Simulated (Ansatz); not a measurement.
# Al2BFH4O: the cost of one run

Program: Ansatz 0.2.0, Gaussian basis. Level of theory: the settings change from run to run. These are calculated values, not measurements.

**1. The molecule**

The geometry comes from an earlier relaxation with PBE0-D4 in a triple-zeta def2 set; it is a stationary point, not always the lowest conformer.

SMILES `F[B]([AlH2])[O][AlH2]`, 9 atoms, charge 0, spin multiplicity 1.

Atoms are counted from 1 here; the program's logs count them from 0.

Bond lengths: F1–B2 1.348 Å, B2–Al3 2.154 Å, B2–O4 1.336 Å, Al3–H6 1.592 Å, Al3–H7 1.592 Å, O4–Al5 1.695 Å, Al5–H8 1.576 Å, Al5–H9 1.576 Å. Angles: F1–B2–Al3 119.5°, F1–B2–O4 117.0°, Al3–B2–O4 123.5°, B2–Al3–H6 121.3°, B2–Al3–H7 121.3°, H6–Al3–H7 117.4°, B2–O4–Al5 162.3°, O4–Al5–H8 117.1°, O4–Al5–H9 117.1°, H8–Al5–H9 125.7°.

Coordinates:

```xyz
9
charge 0, multiplicity 1
F    -1.4718   -0.8766    1.1929
B    -0.3601   -0.3170    0.6762
Al    1.3390    0.0388    1.9511
O    -0.3824   -0.0113   -0.6244
Al   -0.8932    0.1849   -2.2290
H     1.5266    1.4256    2.7110
H     2.4757   -1.0602    2.1410
H    -1.5788    1.5537   -2.6022
H    -0.5664   -0.9842   -3.2337
```

**2. PBE-QIDH/def2-TZVPD**

This run has charge +1, multiplicity 2.

in.yaml

```yaml
crystal:
  periodic: [false, false, false]
  atoms:
    - {symbol: F, position_ang: [-1.471801, -0.876554, 1.192923]}
    - {symbol: B, position_ang: [-0.360076, -0.316965, 0.676204]}
    - {symbol: Al, position_ang: [1.338982, 0.038754, 1.951095]}
    - {symbol: O, position_ang: [-0.382361, -0.011267, -0.624410]}
    - {symbol: Al, position_ang: [-0.893179, 0.184898, -2.228976]}
    - {symbol: H, position_ang: [1.526578, 1.425588, 2.710956]}
    - {symbol: H, position_ang: [2.475675, -1.060153, 2.140999]}
    - {symbol: H, position_ang: [-1.578837, 1.553686, -2.602198]}
    - {symbol: H, position_ang: [-0.566383, -0.984187, -3.233693]}
basis:
  gaussian: {orbitals: def2-TZVPD}
total_charge: 1
magnetization: {spin_polarized: true, initial_magnetization: 1}
hamiltonian: {xc: {name: PBE-QIDH}}
```

The run is started by

```sh
> ansatz run in.yaml --threads 2 --pin off --events-out ev --progress --plain --max-ram 4352MiB
```

Q: Estimate wall time and peak memory on 2 threads of Arm Neoverse V2, shared host.

About 37 s, with a peak of 1.1 GiB.
